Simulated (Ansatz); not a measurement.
**CH₄AlFO₂S: one species, many methods**

Aim: compute CH₄AlFO₂S with functionals from several rungs and with coupled cluster, and see how far each lands from CCSD(T) at the basis-set limit for the atomisation energy.

Computed with Ansatz 0.2.0, Gaussian basis. Level: functionals in def2-TZVPP, the program's frozen cores in correlated methods.

Levels to be run: LDA (SPW92), PBE-D4, revPBE-D4, BLYP-D4, r2SCAN-D4, B97M-V, PBE0-D4, B3LYP-D4, r2SCANh-D4, r2SCAN0-D4, HSE06-D4, BHLYP-D4, CAM-B3LYP-D4, LC-ωPBE, ωB97X-V, ωB97M-V, B2PLYP, PBE-QIDH; CCSD(T)/def2-SVP; CCSD(T)/def2-TZVPP; MP2/def2-QZVPP; extrapolation to the limit; RPA on PBE.

## (1) Structure used throughout

The geometry comes from an earlier relaxation with PBE0-D4 in a triple-zeta def2 set; it is a stationary point, not always the lowest conformer.

10 atoms, charge 0, spin multiplicity 1.

Atoms are counted from 1 here; the program's logs count them from 0.

Bond lengths: O1–C2 1.496 Å, O1–Al6 1.988 Å, O1–H7 0.965 Å, C2–F3 1.372 Å, C2–S4 1.803 Å, C2–O5 1.303 Å, S4–H8 1.343 Å, O5–Al6 1.815 Å, Al6–H9 1.583 Å, Al6–H10 1.577 Å. Angles: C2–O1–Al6 85.7°, C2–O1–H7 109.9°, Al6–O1–H7 122.7°, O1–C2–F3 103.2°, O1–C2–S4 111.9°, O1–C2–O5 103.9°, F3–C2–S4 110.1°, F3–C2–O5 114.5°, S4–C2–O5 112.7°, C2–S4–H8 95.5°, C2–O5–Al6 99.2°, O1–Al6–O5 70.8°, O1–Al6–H9 107.0° and more.

## (2) LDA

This LDA is Slater exchange with PW92 correlation.

Contents of in.yaml:

```yaml
crystal:
  periodic: [false, false, false]
  atoms:
    - {symbol: O, position_ang: [0.782769, -0.316651, 0.369909]}
    - {symbol: C, position_ang: [-0.691742, -0.354991, 0.120348]}
    - {symbol: F, position_ang: [-1.225835, -0.207212, 1.375326]}
    - {symbol: S, position_ang: [-1.211307, -1.927512, -0.592880]}
    - {symbol: O, position_ang: [-0.900932, 0.652180, -0.678834]}
    - {symbol: Al, position_ang: [0.769079, 1.362511, -0.693430]}
    - {symbol: H, position_ang: [0.954951, -0.331163, 1.319565]}
    - {symbol: H, position_ang: [-0.983040, -2.652124, 0.514687]}
    - {symbol: H, position_ang: [1.034409, 2.552519, 0.315581]}
    - {symbol: H, position_ang: [1.554747, 1.171341, -2.047172]}
basis:
  gaussian: {orbitals: def2-TZVPP}
hamiltonian: {xc: lda}
output: {orbitals: {seedname: orbitals}}
```

After this run come: PBE-D4 (GGA); revPBE-D4 (GGA); BLYP-D4 (GGA); r2SCAN-D4 (meta-GGA); B97M-V (meta-GGA); PBE0-D4 (hybrid); B3LYP-D4 (hybrid); r2SCANh-D4 (hybrid); r2SCAN0-D4 (hybrid); HSE06-D4 (hybrid); BHLYP-D4 (hybrid); CAM-B3LYP-D4 (range-separated); LC-ωPBE (range-separated); ωB97X-V (range-separated); ωB97M-V (range-separated); B2PLYP (double hybrid); PBE-QIDH (double hybrid); CCSD(T) in def2-SVP; CCSD(T) in def2-TZVPP; MP2 in def2-QZVPP; RPA on PBE orbitals.

**Question.** What will the summary of the whole plan be? Wanted: atomisation energy, CCSD(T)/CBS; farthest beyond LDA; mean size of error, GGA; mean size of error, meta-GGA; mean size of error, hybrid; mean size of error, range-separated; mean size of error, double hybrid; gap, smallest and largest; T1 diagnostic.

As calculated:

```
                               quantity                                      value
        atomisation energy, CCSD(T)/CBS                                  36.549 eV
    functionals within 0.183 eV (0.5 %)    BLYP-D4, CAM-B3LYP-D4, ωB97X-V, ωB97M-V
                    farthest beyond LDA                       BHLYP-D4 (-2.034 eV)
                mean size of error, GGA                                   0.452 eV
           mean size of error, meta-GGA                                   0.208 eV
             mean size of error, hybrid                                   0.685 eV
    mean size of error, range-separated                                   0.129 eV
      mean size of error, double hybrid                                   0.646 eV
              gap, smallest and largest  5.13 eV (LDA (SPW92)), 12.25 eV (LC-ωPBE)
                          T1 diagnostic                                     0.0128
triples share of the correlation energy                                      3.7 %
```

What this shows: LDA overbinds by 6.719 eV (18 %). PBE-D4 misses by +0.885 eV. Double hybrids carry the basis error of their MP2 part in triple zeta, and no dispersion term here, so their miss is partly the set-up's. Taken by rung, range-separated functionals do best (0.129 eV on average) and hybrid ones worst beyond LDA (0.685 eV). The gap between the best rungs is small, so their order is not settled. The mean of the hybrids holds BHLYP, with half exact exchange. Misses under about 0.183 eV are within the doubt on the reference itself, which lacks core-valence correlation, relativity and higher excitations. Hartree-Fock recovers 67 % of the binding; the rest is correlation. CCSD(T) in def2-SVP is off by -2.385 eV, so the small basis spoils what the method gains. Orbital gaps span 5.1 to 12.3 eV; exact exchange widens them.
